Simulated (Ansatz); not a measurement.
# In5Sb: a trial structure relaxed

The task: take a trial cell of In5Sb to zero force and stress, then test the end with a random kick.

Computed with Ansatz 0.2.0 (DFT PBE, scalar-relativistic, plane waves, PAW, unless a step's input says otherwise).

## (1) Starting point

It takes space group P-62m (No. 189, hexagonal). The conventional cell has a = 6.234 Å, b = 6.234 Å, c = 5.795 Å, α = 90.00°, β = 90.00°, γ = 120.00°. Around In (site symmetry m2m) lie 10 In at 3.45 to 3.68 Å and 2 Sb at 3.52 Å. Around In (site symmetry -6) lie 9 In at 3.59 to 3.60 Å and 3 Sb at 3.60 Å. Sb (site symmetry -62m) has 12 In at 3.52 to 3.60 Å as nearest neighbours.

Coordinates:

```
CELL_PARAMETERS angstrom
6.23403 0.00000 0.00000
-3.11701 5.39883 0.00000
0.00000 0.00000 5.79451
ATOMIC_POSITIONS crystal
In 0.00000 0.68074 0.50000
In 0.68074 0.00000 0.50000
In 0.31926 0.31926 0.50000
In 0.66667 0.33333 0.00000
In 0.33333 0.66667 0.00000
Sb 0.00000 0.00000 0.00000
```

The cell is invented: species swapped into a database cell of Mg5Zn (P-62m, No. 189), with In on the Mg sites and Sb on the Zn sites. Its size is a rough estimate.

## (2) A first look at the guess

Contents of input.yaml:

```yaml
crystal:
  lattice:
    - [6.2340262, 0.0, 0.0]
    - [-3.1170131, 5.39882506, 0.0]
    - [0.0, 0.0, 5.79450978]
  atoms:
    - { symbol: In, position: [0.0, 0.68074059, 0.5] }
    - { symbol: In, position: [0.68074059, 0.0, 0.5] }
    - { symbol: In, position: [0.31925941, 0.31925941, 0.5] }
    - { symbol: In, position: [0.66666667, 0.33333333, 0.0] }
    - { symbol: In, position: [0.33333333, 0.66666667, 0.0] }
    - { symbol: Sb, position: [0.0, 0.0, 0.0] }
basis:
  ecutwfc: 420
kpoints:
  mp_grid: { grid: [3, 3, 4] }
hamiltonian:
  xc: pbe
scf:
  occupations: { method: gaussian, width: 0.1 }
  lower_state_search: "off"
output:
  forces: true
  stress: true
  eigenvalues: true
```

On the command line:

```
$ ansatz run input.yaml --threads 1 --pin off --max-ram 2560MiB --backend cpu --events-out ev --progress --plain --runs-dir out
```

Further runs follow: full relaxation; relaxation repeated from the relaxed cell; reference for the kick test; kicked and relaxed without symmetry.

**Question.** What will these runs give? Wanted: conventional cell; volume; energy over the elements; gap on the mesh.

The runs gave:

| quantity | value |
| --- | --- |
| symmetry at the end (tolerance 0.05 Å) | space group P-62m (No. 189) |
| conventional cell | a = 5.890 Å, b = 5.890 Å, c = 5.557 Å, α = 90.00°, β = 90.00°, γ = 120.00° |
| volume | 27.83 Å³/atom |
| energy over the elements | +0.02 eV/atom |
| gap on the mesh | none (metal) |

The space group P-62m (No. 189) is kept, and the volume per atom shrinks by 14.4 % from the first guess. The formation energy of this structure is too near zero to say whether it is bound against the elements. No finished test with a distortion of lower symmetry is shown, so the end may be a saddle point. The runs treat Sb without spin-orbit coupling.
